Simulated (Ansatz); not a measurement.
# WC: the cost of one run

Program: Ansatz 0.2.0. Level of theory: DFT LDA, plane waves, PAW, scalar-relativistic, no spin polarisation. These are calculated values, not measurements.

## 1. The system as given

The cell holds 4 atoms (C2W2): a = 2.827 Å, b = 2.892 Å, c = 5.568 Å, α = 87.94°, β = 89.87°, γ = 60.75°.

Coordinates:

```cif
data_structure
_symmetry_space_group_name_H-M 'P 1'
_symmetry_Int_Tables_number 1
_cell_length_a 2.8266
_cell_length_b 2.8924
_cell_length_c 5.5679
_cell_angle_alpha 87.945
_cell_angle_beta 89.874
_cell_angle_gamma 60.746
_cell_volume 39.68
loop_
_atom_site_label
_atom_site_type_symbol
_atom_site_fract_x
_atom_site_fract_y
_atom_site_fract_z
_atom_site_occupancy
W1 W 0.94397 0.03578 0.98030 1
W2 W 0.00587 0.95364 0.50383 1
C1 C 0.66330 0.58778 0.23939 1
C2 C 0.64611 0.64347 0.77649 1
```

## 2. Molecular dynamics

File input.yaml:

```yaml
crystal:
  lattice:
    - [1.413245, 2.447942, 0.003113]
    - [-1.478331, 2.48552, 0.051343]
    - [-0.094165, 0.061384, 5.566787]
  atoms:
    - { symbol: W, position: [0.943965, 0.035779, 0.980302] }
    - { symbol: W, position: [0.005869, 0.953644, 0.503833] }
    - { symbol: C, position: [0.663297, 0.587782, 0.239392] }
    - { symbol: C, position: [0.646112, 0.643474, 0.776489] }
kpoints:
  mp_grid: { grid: [6, 6, 3] }
magnetization:
  spin_polarized: false
scf:
  occupations: { method: fermi_dirac, width: 0.05 }
hamiltonian:
  pseudopotentials: { kind: paw }
  xc: lda
basis:
  ecutwfc: 420
md:
  timestep: 1.5
  n_steps: 20
  ensemble: nve
  temperature: 1200.0
  initial_velocities: maxwell_boltzmann
  seed: 72602
```

Run with:

```bash
ansatz run input.yaml --threads 2 --pin off --max-ram 2560MiB --backend cpu --events-out ev --progress --plain --runs-dir out
```

**Question.** How long does this run take on 2 threads of Intel Xeon 6975P-C (Granite Rapids), shared host, and how much memory does it need?

About 17 s, with a peak of 0.42 GiB.
